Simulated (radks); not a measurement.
**Exchange and kinetic functionals tested on atomic densities: Pd²³⁺, Rh⁴⁺, Eu, Cs, Al²⁺, N**

An exercise on one series of results from a longer session: the logs are not shown, and one member is left open.

The numbers are computed with radks (a radial shooting solver on a logarithmic mesh, Libxc functionals) version 1 (non-relativistic Kohn-Sham, exchange-only PBE, spin-polarised, spherical densities, point nucleus; open shells are filled with parallel spins first), except any that are marked as measured or tabulated.

### The atom as given

| Item | Value |
| --- | --- |
| species | Pd²³⁺ ([Ar] 3d5), Rh⁴⁺ ([Kr] 4d5), Eu ([Xe] 4f7 6s2), Cs ([Xe] 6s1), Al²⁺ ([Ne] 3s1), N ([He] 2s2 2p3) |

Set-up of the first run:

Settings of this run:

```text
Z 46
configuration [Ar] 3d5
relativity non-relativistic
functional pbe,
spin polarised
nucleus point
```

Among the steps run: Pd²³⁺, [Ar] 3d5.

One of the session's tables, all rows but one given; the rest of the session is left out.

It belongs to the step «Pd²³⁺, [Ar] 3d5». Sizes of the orbitals, from the radial functions (bohr):

| level | <r> | outermost maximum (interpolated) | 90 % within | nodes |
| --- | --- | --- | --- | --- |
| 2p up | ? | ? | ? | ? |
| 2p down | 0.1221 | 0.0953 | 0.198 | 0 |
| 3s up | 0.3689 | 0.341 | 0.538 | 2 |
| 3s down | 0.3706 | 0.342 | 0.540 | 2 |
| 3p up | 0.3570 | 0.326 | 0.531 | 1 |
| 3p down | 0.3590 | 0.327 | 0.534 | 1 |
| 3d up | 0.3202 | 0.264 | 0.495 | 0 |
| 3d down | 0.3227 | 0.266 | 0.500 | 0 |

Estimate the missing values for 2p up.

As computed: <r>: 0.1224; outermost maximum (interpolated): 0.0955; 90 % within: 0.198; nodes: 0. In the column «<r>» it lies between 2p down (0.1221) and 3d up (0.3202).
